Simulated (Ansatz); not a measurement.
**TaVN2 under changes of volume**

One of the cells (9.990 Å³/atom); the others are scaled copies at fixed shape and fractional positions:

```xyz
4
Lattice="3.0499 0.0000 0.0000 0.0000 3.0499 0.0000 0.0000 0.0000 4.2961" Properties=species:S:1:pos:R:3 pbc="T T T"
Ta    0.0000    0.0000    0.0000
V     1.5249    1.5249    2.1480
N     1.5249    1.5249    0.0000
N     0.0000    0.0000    2.1480
```

The cell comes from a database or a generator and needn't be the stable form of this composition.

| Item | Value |
| --- | --- |
| Program | Ansatz 0.2.0 |
| Functional | PBE |
| Potentials or basis | Ansatz PAW |
| Cutoff | 420 eV (not typed: the program's choice for these potentials) |
| k mesh | 9 × 9 × 6 |
| Occupations | fermi-dirac, width 0.05 eV |
| Spin | collinear spin, ferromagnetic start |
| Starting moments | [0.0, 2.0, 0.0, 0.0] μB |

```tsv
volume (Å³/atom)	energy over the lowest point (meV/atom)	pressure (GPa)	moment (μB per cell)
9.391	33.67	19.9	0.81
9.591	13.72	12.2	0.93
9.790	2.80	5.4	1.04
9.990	0.00	-0.8	1.14
10.190	?	?	?
10.390	15.51	-11.2	1.32
10.590	32.33	-15.6	1.41
```

Problem. What does the run at 10.190 Å³/atom give?

Solution. Energy over the lowest point 4.49 meV/atom; pressure -6.3 GPa; moment 1.23 μB per cell.

Worked out: A Birch-Murnaghan fit of order 3 (a polynomial in V^(-2/3)) to the other rows has its minimum at 9.96 Å³/atom with B0 = V·E''(V) = 295 GPa and B' = 4.5 at fixed shape and positions, which overstates the stiffness. It gives 4.49 meV/atom at 10.190 Å³/atom, against the run's 4.49, and -dE/dV = -6.3 GPa, against -6.3. A parabola through the other rows of the moment, of slope 0.462 μB per Å³/atom there, gives 1.24 μB, against the run's 1.23.

Energies are extrapolated to zero smearing.
